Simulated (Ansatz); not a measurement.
# KPtO₃, space group Pm-3m: a scan of one input key

With the Ansatz DFT code, driven from Python.

Run as a notebook:

**Cell 1**
```python
import ansatz as az
```

**Cell 2**
```python
cell = (
    az.Lattice.cubic(4.046411)
    .space_group(221)
    .atom('K', [0.5, 0.5, 0.5])
    .atom('Pt', [0.0, 0.0, 0.0])
    .atom('O', [0.0, 0.5, 0.0])
)
```

**Cell 3**
```python
model = (
    cell.calculation()
    .functional('PBEsol')
    .basis(320, density_ratio=8)
    .kpoints(3, 3, 3, center='gamma')
    .occupations(az.OccupationsMethod.FERMI_DIRAC, width=200 * az.meV)
    .mixing('anderson', preconditioner='resta')
    .initial_density(normalization='cell')
    .band_table()
)
typed = model.input()
rows = []
for value in [4, 6, 9]:
    edited = typed.set(az.key.basis.ecutrho_ratio, value)
    data = az.Session.from_dict(edited).plan().execute().report
    rows.append((value, data['free_energy_ev'], data['n_iterations'], len(data['eigenvalues_ev'][0]) if 'eigenvalues_ev' in data else 0))
print(' density ratio            F eV      iterations    bands listed')
for row in rows:
    print(f'{str(row[0]):>14s}  {row[1]:14.5f}  {row[2]:14d}  {row[3]:14d}')
```
Output:
```text
DeckWarning: basis.ecutwfc = 320 eV is below the records' recommended 420 eV, and the density's cutoff is lower with it unless basis.ecutrho_ratio is high enough to keep the records' density cutoff: compare with a run at a higher cutoff
DeckWarning: basis.ecutrho_ratio = 4 (ecutrho = 1280 eV) is below the records' recommended 1680 eV
 density ratio            F eV      iterations    bands listed
             4    -15576.96245              10              29
             6    -15576.96297               9              29
             9    -15576.96288               9              29
```

Notes:
- The settings weren't tested for convergence.
- The cutoff lies under the one recommended for these potentials.
- The cell holds an odd number of electrons and is run without spin, so a magnetic state may lie lower.
- For a metal this mesh is far too coarse, so the numbers only illustrate the procedure.
- The smearing is wide enough that free energy and stress hold a thermal part of the electrons.
- Spin-orbit coupling, which matters for elements this heavy, is left out.
- This cell is a computed structure, which may not be the phase found in nature.
- Warnings are shown shortened and without file and line.
- Run time: 3.2 s on 1 thread of Arm Neoverse V1, on a shared host, peak memory 0.35 GiB.
